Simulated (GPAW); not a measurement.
**CdF2 in GPAW: the effect of target pressure**

The system is CdF2.

```
CELL_PARAMETERS angstrom
0.00000 2.69400 2.69400
2.69400 0.00000 2.69400
2.69400 2.69400 0.00000
ATOMIC_POSITIONS crystal
Cd 0.00000 0.00000 0.00000
F 0.75000 0.75000 0.75000
F 0.25000 0.25000 0.25000
```

Alike in all runs:

```yaml
Program: GPAW 26.7.0
Task: relaxation of cell and atoms
Functional: PBEsol
Potentials_or_basis: PAW data sets generated in the run's folder for this functional
Cutoff: 800 eV
Basis: pw
k_mesh: 9 × 9 × 9
Occupations: fermi-dirac, width 0.05 eV
Spin: no spin polarisation
```

Each run relaxes the cell or the atoms first.

```tsv
target pressure	target pressure	relaxed volume (Å³/atom)	gap on the mesh (eV)
0 GPa	-	12.78	3.00
2 GPa	2 GPa	12.56	3.06
5 GPa	5 GPa	12.30	3.13
10 GPa	10 GPa	11.90	3.24
20 GPa	20 GPa	11.26	3.43
30 GPa	30 GPa	?	?
```

Question: What does the run with target pressure 30 GPa give?

Answer: Relaxed volume 10.78 Å³/atom; gap on the mesh 3.58 eV.

Worked out: In Murnaghan's law V^(-B') rises as a straight line in P. The other rows fit best with B' = 3.8, V0 = 12.77 Å³/atom and B0 = 124 GPa, which gives 10.75 Å³/atom at 30 GPa, against the run's 10.78. A parabola through the other rows of the gap on the mesh, of slope 0.011 eV per GPa there, extrapolates to 3.57 eV, against the run's 3.58.

Caveats: later steps reuse the first step's grids; an odd mesh through Γ misses points on the zone boundary, where band edges often lie; the volume moved by over 15 % at a fixed basis, so the end points are rough (some runs).
